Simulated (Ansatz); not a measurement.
# BAs (zinc blende): the cost of one run

Method: DFT r2SCAN, scalar-relativistic, plane waves, PAW, in Ansatz 0.2.0.

**1. The system as given**

Symmetry: F-43m, No. 216, cubic system. The conventional cell has a = 4.778 Å, b = 4.778 Å, c = 4.778 Å, α = 90.00°, β = 90.00°, γ = 90.00°. Around B (site symmetry -43m) lie 4 As at 2.07 Å. As (site symmetry -43m) is surrounded by 4 B at 2.07 Å.

Coordinates:

```cif
data_structure
_symmetry_space_group_name_H-M 'P 1'
_symmetry_Int_Tables_number 1
_cell_length_a 3.3786
_cell_length_b 3.3786
_cell_length_c 3.3786
_cell_angle_alpha 60.000
_cell_angle_beta 60.000
_cell_angle_gamma 60.000
_cell_volume 27.27
loop_
_atom_site_label
_atom_site_type_symbol
_atom_site_fract_x
_atom_site_fract_y
_atom_site_fract_z
_atom_site_occupancy
B1 B 0.00000 0.00000 0.00000 1
As1 As 0.25000 0.25000 0.25000 1
```

**2. Phonons: BAs (zinc blende), no spin**

Contents of input.yaml:

```yaml
crystal:
  lattice:
    - [0.0, 2.389, 2.389]
    - [2.389, 0.0, 2.389]
    - [2.389, 2.389, 0.0]
  atoms:
    - { symbol: B, position: [0.0, 0.0, 0.0] }
    - { symbol: As, position: [0.25, 0.25, 0.25] }
scf:
  occupations: { method: fixed }
output: {}
hamiltonian:
  xc: r2scan
basis:
  ecutwfc: 520
kpoints:
  mp_grid: { grid: [12, 12, 12] }
phonons:
  method: dfpt
  dielectric: true
  eigenvectors: false
  rigid_motions: translations
```

Started as:

```console
$ ansatz run input.yaml --threads 4 --pin off --max-ram 8192MiB --backend cpu --events-out ev --progress --plain --runs-dir out
```

**Question.** How long does this run take on 4 threads of Intel Xeon Platinum 8488C (Sapphire Rapids), shared host, and how much memory does it need?

About 59 s, with a peak of 1.2 GiB.
